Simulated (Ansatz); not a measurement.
# Pt: the cost of one run

Program: Ansatz 0.2.0. Level of theory: DFT LDA, scalar-relativistic, plane waves, PAW. These are calculated values, not measurements.

24 further runs of the same task are left out: 24 set aside as unsound or not needed.

### Step 1. Starting point

Symmetry: Im-3m, No. 229, cubic system. Conventional cell: a = 3.168 Å, b = 3.168 Å, c = 3.168 Å, α = 90.00°, β = 90.00°, γ = 90.00°. Pt (site symmetry m-3m) is surrounded by 8 Pt at 2.74 Å.

As a file:

```cif
data_structure
_symmetry_space_group_name_H-M 'P 1'
_symmetry_Int_Tables_number 1
_cell_length_a 2.7439
_cell_length_b 2.7439
_cell_length_c 2.7439
_cell_angle_alpha 109.471
_cell_angle_beta 109.471
_cell_angle_gamma 109.471
_cell_volume 15.90
loop_
_atom_site_label
_atom_site_type_symbol
_atom_site_fract_x
_atom_site_fract_y
_atom_site_fract_z
_atom_site_occupancy
Pt1 Pt 0.00000 0.00000 0.00000 1
```

Source of the structure: the Materials Project (structure only).

### Step 6. Plan of the scan

The energy is mapped over volume and the cell's shape.

The axes are (1) volume per atom: 7 values from 13.12 to 16.70 Å³; (2) length along [111] over the lengths across it, relative to the cubic cell: 9 values from 0.452 to 2.211.

Nothing else is relaxed (symmetry fixes all fractional coordinates). Energies count from the relaxed crystal. Points are written as (first, second).

(The set-up runs are not shown.)

### Step 7. Grid point (15.51 Å³, 1.000)

The input, input.yaml:

```yaml
crystal:
  lattice:
    - [-1.570994272, 1.570994272, 1.570994272]
    - [1.570994272, -1.570994272, 1.570994272]
    - [1.570994272, 1.570994272, -1.570994272]
  atoms:
    - { symbol: Pt, position: [0.0, 0.0, 0.0] }
basis:
  ecutwfc: 420
kpoints:
  mp_grid: { grid: [22, 22, 22] }
hamiltonian:
  xc: lda
  pseudopotentials: { kind: paw, azcp: { folder: soft_1 } }
scf:
  occupations: { method: gaussian, width: 0.15 }
output:
  forces: true
  stress: true
  eigenvalues: true
```

Started as:

```sh
$ ansatz run input.yaml --threads 1 --pin off --max-ram 2048MiB --backend cpu --events-out ev --progress --plain --runs-dir out
```

**Question.** How long does this run take on 1 thread of Arm Neoverse N1, shared host, and how much memory does it need?

About 5.8 s, with a peak of 0.32 GiB.
